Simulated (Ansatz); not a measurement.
# BLYP/cc-pVDZ run of Si2H3F3 (SMILES F[Si](F)(F)[SiH3])

What is the electronic atomisation energy of Si2H3F3 at BLYP/cc-pVDZ? 

Program for the calculation: Ansatz 0.2.0.

48 further runs of the same task are left out: 4 that didn't finish, 44 set aside as unsound or not needed.

## Step 1: The system as given

Si2H3F3 has 8 atoms, charge 0, and is taken as a singlet. As SMILES, `F[Si](F)(F)[SiH3]`. The shape is that of a PBE0-D4/def2-TZVP optimisation.

Bond lengths: F1–Si2 1.582 Å, Si2–F3 1.582 Å, Si2–F4 1.582 Å, Si2–Si5 2.328 Å, Si5–H6 1.484 Å, Si5–H7 1.484 Å, Si5–H8 1.484 Å. Some angles: F1–Si2–F3 107.0°, F1–Si2–F4 107.0°, F1–Si2–Si5 111.9°, F3–Si2–F4 107.0°, F3–Si2–Si5 111.9°, F4–Si2–Si5 111.9°, Si2–Si5–H6 108.7°, Si2–Si5–H7 108.7°, Si2–Si5–H8 108.7°, H6–Si5–H7 110.2°.

## Step 2: The energy at BLYP/cc-pVDZ

The input, job.yaml:

```yaml
basis:
  gaussian: {orbitals: cc-pVDZ}
crystal:
  periodic: [false, false, false]
  atoms:
    - {symbol: F, position_ang: [1.310500, -1.060500, 1.504800]}
    - {symbol: Si, position_ang: [0.534400, -0.990500, 0.128500]}
    - {symbol: F, position_ang: [-0.479300, -2.204500, 0.107900]}
    - {symbol: F, position_ang: [1.595600, -1.255900, -1.013900]}
    - {symbol: Si, position_ang: [-0.550700, 1.050400, -0.152600]}
    - {symbol: H, position_ang: [-1.525600, 1.227900, 0.951900]}
    - {symbol: H, position_ang: [0.460600, 2.135800, -0.122800]}
    - {symbol: H, position_ang: [-1.253300, 1.040400, -1.459500]}
hamiltonian: {xc: {name: BLYP}}
accuracy: high
output: {orbitals: {seedname: orbitals}}
```

Command:

```bash
ansatz run job.yaml --threads 1 --pin off --max-ram 3480MiB --events-out events.jsonl --progress --plain --runs-dir runs
```

Log:

```text
Warning: RAYON_NUM_THREADS=1 ignored (pool sized by the plan → 1); use --threads N
Functional definition: BLYP
  name "BLYP"
  parameter beta = 0.0042
  parameter a = 0.04918
  parameter b = 0.132
  parameter c = 0.2533
  parameter d = 0.349
  exchange = b88_x(beta = beta)
  correlation = lyp_c(a = a, b = b, c = c, d = d)
2061 factors; integrals over basis functions are off by at most 4.6e-9 eV
mean field evaluation 1: about -23953.3779 eV, gradient 5.4e1 eV
mean field evaluation 2: about -23941.3666 eV, gradient 1.1e2 eV
mean field evaluation 4: about -23957.9970 eV, gradient 1.7e0 eV
mean field evaluation 8: about -23958.0048 eV, gradient 4.8e-2 eV
mean field evaluation 16: about -23958.0048 eV, gradient 1.7e-5 eV
mean field -23958.00480002 eV, -880.4404370817 hartree, gradient 5.6e-8 eV, S^2 0.000000; 0 other end points of the search recorded, 0 dependent functions left out
reference -23958.00485616 eV, -880.4404391449 hartree; 29, 29 occupied and 64, 64 virtual orbitals, 2061 factors
Total energy: -23958.00485616 eV, -880.4404391449 hartree
```

Run time: 7.2 s. Hardware: 1 thread of Arm Neoverse V2, shared host; peak memory 0.24 GiB.

## Step 3: The F atom at the same level

The input, molecule.yaml:

```yaml
crystal:
  periodic: [false, false, false]
  atoms:
    - {symbol: F, position_ang: [0.000000, 0.000000, 0.000000]}
basis:
  gaussian: {orbitals: cc-pVDZ}
magnetization: {spin_polarized: true, initial_magnetization: 1}
hamiltonian: {xc: {name: BLYP}}
accuracy: high
```

Run the same way, it converges to -99.71336 Eh (log not shown).

## Step 4: The H atom at the same level

Changes to molecule.yaml since step 3:

```diff
@@ -3,3 +3,3 @@
   atoms:
-    - {symbol: F, position_ang: [0.000000, 0.000000, 0.000000]}
+    - {symbol: H, position_ang: [0.000000, 0.000000, 0.000000]}
 basis:
```

Run the same way, it converges to -0.49640 Eh (log not shown).

## Step 5: The Si atom, same level

The input, in.yaml:

```yaml
basis:
  gaussian:
    orbitals: cc-pVDZ
crystal:
  periodic: [false, false, false]
  atoms:
    - {symbol: Si, position_ang: [0.000000, 0.000000, 0.000000]}
magnetization:
  spin_polarized: true
  initial_magnetization: 2
hamiltonian:
  xc: {name: BLYP}
accuracy: high
```

Run the same way, it converges to -289.37230 Eh (log not shown).

## Step 6: What came out

At BLYP/cc-pVDZ:

```
                     quantity          value
       molecule: total energy  -880.44044 Eh
        molecule: HOMO energy       -7.76 eV
        molecule: LUMO energy       -0.62 eV
      molecule: HOMO–LUMO gap        7.14 eV
         F atom: total energy   -99.71336 Eh
                 F atom: ⟨S²⟩          0.751
         H atom: total energy    -0.49640 Eh
                 H atom: ⟨S²⟩          0.750
        Si atom: total energy  -289.37230 Eh
                Si atom: ⟨S²⟩          2.002
electronic atomisation energy      29.023 eV
```

In words: Taking the molecule apart into free atoms costs 29.02 eV (2800 kJ/mol), before zero-point energy and without spin-orbit coupling.
